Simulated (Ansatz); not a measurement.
# Cl2H2MoO3: a ladder of functionals and wavefunction methods

The task here is to estimate one member of a computed series from the others.

Method: functionals in def2-TZVPP, the program's frozen cores in correlated methods; program: Ansatz 0.2.0, Gaussian basis.

The runs, in order: LDA (SPW92), PBE-D4, revPBE-D4, BLYP-D4, r2SCAN-D4, B97M-V, PBE0-D4, B3LYP-D4, r2SCANh-D4, r2SCAN0-D4, HSE06-D4, BHLYP-D4, CAM-B3LYP-D4, LC-ωPBE, ωB97X-V, ωB97M-V, B2PLYP, PBE-QIDH; CCSD(T)/def2-SVP; CCSD(T)/def2-TZVPP; MP2/def2-QZVPP; extrapolation to the limit; RPA on PBE.

2 further runs of the same task are left out: 2 for a known fault of the program. Runs told in other sessions of the task aren't counted.

## Structure used throughout

An earlier PBE0-D4 in a triple-zeta def2 set relaxation fixed the geometry. Mo takes the def2 core potential; no spin-orbit term is included.

SMILES `[O]=[Mo]([OH])([OH])([Cl])[Cl]`, 8 atoms, charge 0, spin multiplicity 1.

Atoms are counted from 1 here; the program's logs count them from 0.

Bond lengths: O1–Mo2 1.648 Å, Mo2–O3 1.903 Å, Mo2–O4 1.850 Å, Mo2–Cl5 2.272 Å, Mo2–Cl6 2.328 Å, O3–H7 0.962 Å, O4–H8 0.964 Å. Angles: O1–Mo2–O3 113.0°, O1–Mo2–O4 101.8°, O1–Mo2–Cl5 108.7°, O1–Mo2–Cl6 99.0°, O3–Mo2–O4 82.5°, O3–Mo2–Cl5 138.0°, O3–Mo2–Cl6 82.0°, O4–Mo2–Cl5 93.3°, O4–Mo2–Cl6 157.6°, Cl5–Mo2–Cl6 87.6°, Mo2–O3–H7 115.7°, Mo2–O4–H8 124.0°.

The first run:

in.yaml reads:

```yaml
crystal:
  periodic: [false, false, false]
  atoms:
    - {symbol: O, position_ang: [-1.592278, -0.684839, 0.989274]}
    - {symbol: Mo, position_ang: [-0.438604, 0.060875, 0.079624]}
    - {symbol: O, position_ang: [1.328188, -0.490706, 0.520971]}
    - {symbol: O, position_ang: [-0.208570, -1.144697, -1.305158]}
    - {symbol: Cl, position_ang: [-1.444420, 1.600736, -1.254766]}
    - {symbol: Cl, position_ang: [0.094105, 1.806326, 1.524569]}
    - {symbol: H, position_ang: [1.758062, 0.007853, 1.222406]}
    - {symbol: H, position_ang: [0.595618, -1.212548, -1.832619]}
basis:
  gaussian: {orbitals: def2-TZVPP}
hamiltonian: {xc: lda}
output: {orbitals: {seedname: orbitals}}
```

Launch:

```
> ansatz run in.yaml --threads 4 --pin off --events-out ev --progress --plain --max-ram 11315MiB
```

Steps of the session up to this table: LDA; PBE-D4 (GGA); revPBE-D4 (GGA); BLYP-D4 (GGA); r2SCAN-D4 (meta-GGA); B97M-V (meta-GGA); B3LYP-D4 (hybrid); r2SCANh-D4 (hybrid); r2SCAN0-D4 (hybrid); HSE06-D4 (hybrid); BHLYP-D4 (hybrid); CAM-B3LYP-D4 (range-separated); LC-ωPBE (range-separated); ωB97X-V (range-separated); ωB97M-V (range-separated); B2PLYP (double hybrid); PBE-QIDH (double hybrid).

One of the session's tables, all rows but one given; the rest of the session is left out.

It belongs to the step «Orbital energies across the functionals». 

| functional | HOMO (eV) | LUMO (eV) | gap (eV) |
| --- | --- | --- | --- |
| LDA (SPW92) | -7.65 | -5.36 | 2.28 |
| PBE-D4 | -7.46 | -5.14 | 2.32 |
| revPBE-D4 | -7.39 | -5.05 | 2.33 |
| BLYP-D4 | -7.31 | -5.03 | 2.27 |
| r2SCAN-D4 | -7.82 | -5.21 | 2.60 |
| B97M-V | -7.89 | -5.19 | 2.70 |
| PBE0-D4 | -8.85 | -4.55 | 4.31 |
| B3LYP-D4 | ? | ? | ? |
| r2SCANh-D4 | -8.33 | -4.97 | 3.36 |
| r2SCAN0-D4 | -9.10 | -4.58 | 4.52 |
| HSE06-D4 | -8.45 | -4.92 | 3.53 |
| BHLYP-D4 | -10.12 | -3.75 | 6.37 |
| CAM-B3LYP-D4 | -10.19 | -3.54 | 6.65 |
| LC-ωPBE | -11.56 | -2.45 | 9.11 |
| ωB97X-V | -11.19 | -2.49 | 8.70 |
| ωB97M-V | -11.04 | -2.49 | 8.56 |

**Question.** Estimate the row for B3LYP-D4.

Worked estimate for «HOMO (eV)». Against the share of exact exchange, BLYP-D4 (0, -7.31), BHLYP-D4 (0.5, -10.12) give a slope of -5.62 per unit share; at 0.2 the line stands at -8.43.

The run gave: HOMO (eV): -8.59; LUMO (eV): -4.74; gap (eV): 3.85. In «HOMO (eV)» the line misses by +0.16.
